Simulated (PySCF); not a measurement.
# One shape, several levels: C2H9PSi2 (SMILES C=C[SiH]([SiH3])P)

Aim: a comparison of 6 runs (HF/STO-3G, HF/3-21G, HF/def2-SVP, B3LYP/6-31G*, PBE0/def2-SVP, CCSD(T)/STO-3G) of C2H9PSi2. Input form: a Python script.

The calculation is run with PySCF 2.14.0.

### Step 1. The molecule

C2H9PSi2: 14 atoms, total charge 0, spin state singlet. SMILES: `C=C[SiH]([SiH3])P`. The coordinates come from a GFN2-xTB relaxation. This is one conformer, not always the lowest.

Bond lengths: C1–C2 1.323 Å, C2–Si3 1.892 Å, Si3–Si4 2.334 Å, Si3–P5 2.253 Å, C1–H6 1.080 Å, C1–H7 1.078 Å, C2–H8 1.085 Å, Si3–H9 1.478 Å, Si4–H10 1.464 Å, Si4–H11 1.467 Å, Si4–H12 1.466 Å, P5–H13 1.381 Å, P5–H14 1.383 Å. Some angles: C1–C2–Si3 124.0°, C2–Si3–Si4 112.1°, C2–Si3–P5 103.9°, Si4–Si3–P5 116.2°, C1–C2–H8 118.5°, Si3–C2–H8 117.5°, C2–C1–H6 122.8°, C2–C1–H7 121.5°, C2–Si3–H9 107.7°, Si4–Si3–H9 112.6°.

### Step 2. Energy and forces at HF/STO-3G (run 1)

Input file run.py:

```python
from pyscf import gto, scf

molecule = gto.M(
    atom=[
    ('C', (-1.153700, 2.116440, 0.611280)),
    ('C', (-1.315030, 0.806100, 0.527330)),
    ('Si', (0.106780, -0.441000, 0.589720)),
    ('Si', (1.709140, -0.029920, -1.057500)),
    ('P', (-0.924510, -2.442140, 0.495460)),
    ('H', (-1.979810, 2.810640, 0.575200)),
    ('H', (-0.176460, 2.556940, 0.728790)),
    ('H', (-2.319550, 0.413990, 0.409560)),
    ('H', (0.674190, -0.408120, 1.954560)),
    ('H', (2.285080, 1.309140, -0.919590)),
    ('H', (1.152380, -0.120600, -2.411570)),
    ('H', (2.820800, -0.984530, -0.998510)),
    ('H', (0.244010, -3.166690, 0.367850)),
    ('H', (-1.123310, -2.420230, -0.872580)),
],
    max_memory=1860,
    charge=0,
    verbose=4,
    basis='sto-3g',
)

calc0 = scf.RHF(molecule)
calc0.conv_tol = 1e-10
calc0.kernel()
if not calc0.converged:
    calc0 = calc0.newton().run(calc0.mo_coeff, calc0.mo_occ)

energy = calc0.e_tot
print(f'total energy: {energy:.8f} hartree')
grad = calc0.nuc_grad_method().kernel()
dip = calc0.dip_moment()
pop, q = calc0.mulliken_pop()
```

Run with:

```bash
$ OMP_NUM_THREADS=1 python run.py
```

The log of the run:

```text
PySCF version 2.14.0

[... 68 lines left out ...]
converged SCF energy = -988.154100349978
total energy: -988.15410035 hartree
[... 11 lines left out ...]
Dipole moment(X, Y, Z, Debye):  0.63464,  0.01584, -0.42602
[... 22 lines left out ...]
pop of  3 Si 3s           1.24770
pop of  3 Si 2px          1.96531
pop of  3 Si 2py          1.96502
pop of  3 Si 2pz          1.96535
pop of  3 Si 3px          0.80499
pop of  3 Si 3py          0.78003
pop of  3 Si 3pz          0.81013
pop of  4 P 1s            1.99983
pop of  4 P 2s            1.99406
pop of  4 P 3s            1.72986
pop of  4 P 2px           1.97814
pop of  4 P 2py           1.97569
pop of  4 P 2pz           1.97677
pop of  4 P 3px           1.10941
pop of  4 P 3py           0.98487
pop of  4 P 3pz           1.04923
pop of  5 H 1s            0.94464
pop of  6 H 1s            0.95316
pop of  7 H 1s            0.95283
pop of  8 H 1s            1.15579
pop of  9 H 1s            1.15515
pop of  10 H 1s           1.15547
pop of  11 H 1s           1.15668
pop of  12 H 1s           1.12567
pop of  13 H 1s           1.12548
 ** Mulliken atomic charges  **
charge of    0C =     -0.14073
charge of    1C =     -0.23694
charge of    2Si =      0.42628
charge of    3Si =      0.47412
charge of    4P =      0.20215
charge of    5H =      0.05536
charge of    6H =      0.04684
charge of    7H =      0.04717
charge of    8H =     -0.15579
charge of    9H =     -0.15515
charge of   10H =     -0.15547
charge of   11H =     -0.15668
charge of   12H =     -0.12567
charge of   13H =     -0.12548
```

It took 13 s on 1 thread of AMD EPYC (Zen 3), shared host; peak memory 0.12 GiB.

### Step 3. Energy and gradient at HF/3-21G (run 2)

Input file geometry.xyz:

```xyz
14

C     -1.153700     2.116440     0.611280
C     -1.315030     0.806100     0.527330
Si     0.106780    -0.441000     0.589720
Si     1.709140    -0.029920    -1.057500
P     -0.924510    -2.442140     0.495460
H     -1.979810     2.810640     0.575200
H     -0.176460     2.556940     0.728790
H     -2.319550     0.413990     0.409560
H      0.674190    -0.408120     1.954560
H      2.285080     1.309140    -0.919590
H      1.152380    -0.120600    -2.411570
H      2.820800    -0.984530    -0.998510
H      0.244010    -3.166690     0.367850
H     -1.123310    -2.420230    -0.872580
```

Input file job.py:

```python
import pyscf.grad
from pyscf import gto

mol = gto.M(
    atom='geometry.xyz',
    verbose=4,
    max_memory=1860,
    basis='3-21g',
    charge=0,
)

myscf = mol.RHF()
myscf.conv_tol = 1e-10
myscf.kernel()
if not myscf.converged:
    myscf = myscf.newton().run(myscf.mo_coeff, myscf.mo_occ)

etot = myscf.e_tot
print('E(%s) = %.9f' % ('HF', etot))
grad = myscf.Gradients().kernel()
myscf.analyze()
```

Run with:

```bash
$ OMP_NUM_THREADS=1 python job.py
```

The log of the run:

```text
PySCF version 2.14.0

[... 85 lines left out ...]
Two-electron Energy =                  706.748677368424069
[... 8 lines left out ...]
MO #5   energy= -11.1778251392367  occ= 2
[... 6 lines left out ...]
MO #12  energy= -4.21516875576772  occ= 2
[... 6 lines left out ...]
MO #19  energy= -0.892497263817988 occ= 2
[... 6 lines left out ...]
MO #26  energy= -0.494797121499131 occ= 2
[... 6 lines left out ...]
MO #33  energy= 0.111470895889124  occ= 0
[... 6 lines left out ...]
MO #40  energy= 0.258753530822014  occ= 0
[... 6 lines left out ...]
MO #47  energy= 0.475794260950764  occ= 0
[... 6 lines left out ...]
MO #54  energy= 0.649167051624196  occ= 0
[... 6 lines left out ...]
MO #61  energy= 1.03545181382576   occ= 0
[... 6 lines left out ...]
MO #68  energy= 1.35733679886413   occ= 0
[... 6 lines left out ...]
MO #75  energy= 2.03485221630774   occ= 0
[... 53 lines left out ...]
pop of  4 P 3px           1.23790
pop of  4 P 3py           1.09322
pop of  4 P 3pz           1.16874
pop of  4 P 4px           0.00722
pop of  4 P 4py           0.00630
pop of  4 P 4pz           0.00892
pop of  5 H 1s            0.88516
pop of  5 H 2s            0.01120
pop of  6 H 1s            0.89692
pop of  6 H 2s            0.01045
pop of  7 H 1s            0.88371
pop of  7 H 2s            0.01016
pop of  8 H 1s            1.09213
pop of  8 H 2s            0.00206
pop of  9 H 1s            1.08776
pop of  9 H 2s            0.00153
pop of  10 H 1s           1.08443
pop of  10 H 2s           0.00145
pop of  11 H 1s           1.08887
pop of  11 H 2s           0.00159
pop of  12 H 1s           1.00903
pop of  12 H 2s           0.00517
pop of  13 H 1s           1.00993
pop of  13 H 2s           0.00528
 ** Mulliken atomic charges  **
charge of    0C =     -0.17294
charge of    1C =     -0.32926
charge of    2Si =      0.43071
charge of    3Si =      0.25686
charge of    4P =     -0.09853
charge of    5H =      0.10364
charge of    6H =      0.09264
charge of    7H =      0.10613
charge of    8H =     -0.09419
charge of    9H =     -0.08930
charge of   10H =     -0.08588
charge of   11H =     -0.09046
charge of   12H =     -0.01419
charge of   13H =     -0.01521
Dipole moment(X, Y, Z, Debye):  0.59143,  1.23097, -0.78274
```

Wall time 14 s (1 thread of AMD EPYC (Zen 3), shared host); peak memory 0.15 GiB.

Runs 3 to 5 aren't shown in full; the table further down has their settings and results.

### Step 4. A single-point energy at CCSD(T)/STO-3G (run 6)

Input file mol.xyz:

```xyz
14
C2H9PSi2
C     -1.153700     2.116440     0.611280
C     -1.315030     0.806100     0.527330
Si     0.106780    -0.441000     0.589720
Si     1.709140    -0.029920    -1.057500
P     -0.924510    -2.442140     0.495460
H     -1.979810     2.810640     0.575200
H     -0.176460     2.556940     0.728790
H     -2.319550     0.413990     0.409560
H      0.674190    -0.408120     1.954560
H      2.285080     1.309140    -0.919590
H      1.152380    -0.120600    -2.411570
H      2.820800    -0.984530    -0.998510
H      0.244010    -3.166690     0.367850
H     -1.123310    -2.420230    -0.872580
```

Input file run.py:

```python
from pyscf import gto, scf, cc

mol = gto.M(
    atom='mol.xyz',
    spin=0,
    max_memory=1860,
    verbose=4,
    basis='sto-3g',
)

calc0 = scf.RHF(mol)
calc0.conv_tol = 1e-10
calc0.kernel()
if not calc0.converged:
    calc0 = calc0.newton().run(calc0.mo_coeff, calc0.mo_occ)

mycc = cc.CCSD(calc0, frozen=17)
mycc.kernel()
e_t = mycc.ccsd_t()
e_tot = mycc.e_tot + e_t
print('Final energy', e_tot)
dip = calc0.dip_moment()
pop, q = calc0.mulliken_pop()
```

Run with:

```bash
$ OMP_NUM_THREADS=1 python run.py
```

The log of the run:

```text
PySCF version 2.14.0

[... 68 lines left out ...]
converged SCF energy = -988.154100349978
[... 12 lines left out ...]
Init t2, MP2 energy = -988.385570156549  E_corr(MP2) -0.231469806571762
[... 11 lines left out ...]
CCSD converged
[... 2 lines left out ...]
Final energy -988.4666740484462
Dipole moment(X, Y, Z, Debye):  0.63464,  0.01584, -0.42602
[... 22 lines left out ...]
pop of  3 Si 3s           1.24770
pop of  3 Si 2px          1.96531
pop of  3 Si 2py          1.96502
pop of  3 Si 2pz          1.96535
pop of  3 Si 3px          0.80499
pop of  3 Si 3py          0.78003
pop of  3 Si 3pz          0.81013
pop of  4 P 1s            1.99983
pop of  4 P 2s            1.99406
pop of  4 P 3s            1.72986
pop of  4 P 2px           1.97814
pop of  4 P 2py           1.97569
pop of  4 P 2pz           1.97677
pop of  4 P 3px           1.10941
pop of  4 P 3py           0.98487
pop of  4 P 3pz           1.04923
pop of  5 H 1s            0.94464
pop of  6 H 1s            0.95316
pop of  7 H 1s            0.95283
pop of  8 H 1s            1.15579
pop of  9 H 1s            1.15515
pop of  10 H 1s           1.15547
pop of  11 H 1s           1.15668
pop of  12 H 1s           1.12567
pop of  13 H 1s           1.12548
 ** Mulliken atomic charges  **
charge of    0C =     -0.14073
charge of    1C =     -0.23694
charge of    2Si =      0.42628
charge of    3Si =      0.47412
charge of    4P =      0.20215
charge of    5H =      0.05536
charge of    6H =      0.04684
charge of    7H =      0.04717
charge of    8H =     -0.15579
charge of    9H =     -0.15515
charge of   10H =     -0.15547
charge of   11H =     -0.15668
charge of   12H =     -0.12567
charge of   13H =     -0.12548
```

It took 6.4 s on 1 thread of AMD EPYC (Zen 3), shared host; peak memory 0.11 GiB.

### Step 5. All runs side by side

```tsv
run	level	integration grid	task	energy (Eh)	dipole moment (D) of the reference	HOMO energy (eV)	LUMO energy (eV)	wall time
1	HF/STO-3G	–	gradient	-988.154100	0.76	-6.99	8.38	13 s
2	HF/3-21G	–	gradient	-994.279118	1.57	-9.58	3.03	14 s
3	HF/def2-SVP	–	gradient	-999.203974	1.02	-9.65	3.14	32 s
4	B3LYP/6-31G* (spherical functions)	5	gradient	-1001.930832	0.97	-6.92	-0.50	2.4 min
5	PBE0/def2-SVP	5	gradient	-1001.107798	0.88	-7.25	-0.56	2 min
6	CCSD(T)/STO-3G	–	energy	-988.466674	0.76	-6.99	8.38	6.4 s
```

### Step 6. Results

| quantity | value |
| --- | --- |
| run 6: total energy | -988.46667 Eh |
| run 6: dipole moment (Hartree–Fock density) | 0.76 D |
| run 6: HOMO energy (Hartree–Fock orbitals) | -6.99 eV |
| run 6: LUMO energy (Hartree–Fock orbitals) | 8.38 eV |
| run 6: HOMO–LUMO gap (Hartree–Fock orbitals) | 15.37 eV |
| run 6: correlation energy (17 core orbitals frozen) | -312.6 mEh |
| run 6: (T) correction | -2.41 mEh |
| run 6: T1 diagnostic | 0.005 |

Over runs 1, 2, 3, 4, 5 the dipole moment (its size) runs from 0.76 D (HF/STO-3G) to 1.57 D (HF/3-21G). Over runs 1, 2, 3, 4, 5 the HOMO–LUMO gap runs from 6.43 eV (B3LYP/6-31G*) to 15.37 eV (HF/STO-3G). The two ends differ in method and basis. Totals of different functionals can't be ranked against each other. In runs 1, 6 the basis is minimal, so the values are rough. All runs together took 5.5 min, the longest 2.4 min.
